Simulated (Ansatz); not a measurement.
# FeAuC4N4: what a guessed cell relaxes into

Aim: relax a trial structure of FeAuC4N4 and see where it ends.

Program: Ansatz 0.2.0. Level of theory: DFT PBE, scalar-relativistic, plane waves, PAW. These are calculated values, not measurements.

## 1. The system as given

The structure is cubic, space group P-43m (No. 215). The conventional cell has a = 5.907 Å, b = 5.907 Å, c = 5.907 Å, α = 90.00°, β = 90.00°, γ = 90.00°. Around Fe (site symmetry -43m) lie 4 C at 1.94 Å. C (site symmetry 3m) is surrounded by 1 N at 1.17 Å and 1 Fe at 1.94 Å. Around Au (site symmetry -43m) lie 4 N at 2.01 Å. Around N (site symmetry 3m) lie 1 C at 1.17 Å and 1 Au at 2.01 Å.

Structure file:

```xyz
10
Lattice="5.9069 0.0000 0.0000 0.0000 5.9069 0.0000 0.0000 0.0000 5.9069" Properties=species:S:1:pos:R:3 pbc="T T T"
Fe    0.0000    0.0000    0.0000
C     1.1189    1.1189    1.1189
C     1.1189    4.7880    4.7880
C     4.7880    1.1189    4.7880
C     4.7880    4.7880    1.1189
Au    2.9534    2.9534    2.9534
N     1.7944    1.7944    1.7944
N     1.7944    4.1125    4.1125
N     4.1125    1.7944    4.1125
N     4.1125    4.1125    1.7944
```

Recipe of the guess: two interpenetrating cyanide-bridged diamond nets (P-43m, No. 215). The dimensions are guesses.

## 2. The guess as it stands, on a coarse mesh

Contents of input.yaml:

```yaml
crystal:
  lattice:
    - [5.9068706, 0.0, 0.0]
    - [0.0, 5.9068706, 0.0]
    - [0.0, 0.0, 5.9068706]
  atoms:
    - { symbol: Fe, position: [0.0, 0.0, 0.0], spin: 4.0 }
    - { symbol: C, position: [0.1894243, 0.1894243, 0.1894243] }
    - { symbol: C, position: [0.1894243, 0.8105757, 0.8105757] }
    - { symbol: C, position: [0.8105757, 0.1894243, 0.8105757] }
    - { symbol: C, position: [0.8105757, 0.8105757, 0.1894243] }
    - { symbol: Au, position: [0.5, 0.5, 0.5] }
    - { symbol: "N", position: [0.30378262, 0.30378262, 0.30378262] }
    - { symbol: "N", position: [0.30378262, 0.69621738, 0.69621738] }
    - { symbol: "N", position: [0.69621738, 0.30378262, 0.69621738] }
    - { symbol: "N", position: [0.69621738, 0.69621738, 0.30378262] }
basis:
  ecutwfc: 420
kpoints:
  mp_grid: { grid: [4, 4, 4] }
hamiltonian:
  xc: pbe
scf:
  occupations: { method: gaussian, width: 0.1 }
  lower_state_search: "off"
output:
  forces: true
  stress: true
  eigenvalues: true
  populations: true
magnetization:
  spin_polarized: true
```

On the command line:

```sh
$ ansatz run input.yaml --threads 1 --pin off --max-ram 2560MiB --backend cpu --events-out ev --progress --plain --runs-dir out
```

The session goes on with these runs: a loose first relaxation; final relaxation.

Q: Predict the outcome of this session. Wanted: conventional cell; volume; energy over the elements; gap on the mesh; total moment.

As calculated:

| quantity | value |
| --- | --- |
| symmetry at the end (tolerance 0.02 Å) | space group P-43m (No. 215) |
| conventional cell | a = 6.127 Å, b = 6.127 Å, c = 6.127 Å, α = 90.00°, β = 90.00°, γ = 90.00° |
| volume | 23.00 Å³/atom |
| energy over the elements (uncorrected; H, N, O, F and Cl as molecules) | +0.75 eV/atom |
| gap on the mesh | 0.25 eV |
| total moment | 5.00 μB/cell |

The space group P-43m (No. 215) is kept, and the volume per atom grows by 11.6 % from the first guess. With a positive formation energy it can't be a ground state. No finished test with a distortion of lower symmetry is shown, so the end may be a saddle point. Spin-orbit coupling is left out, which matters for the bands of Au. Other magnetic orders were not searched.
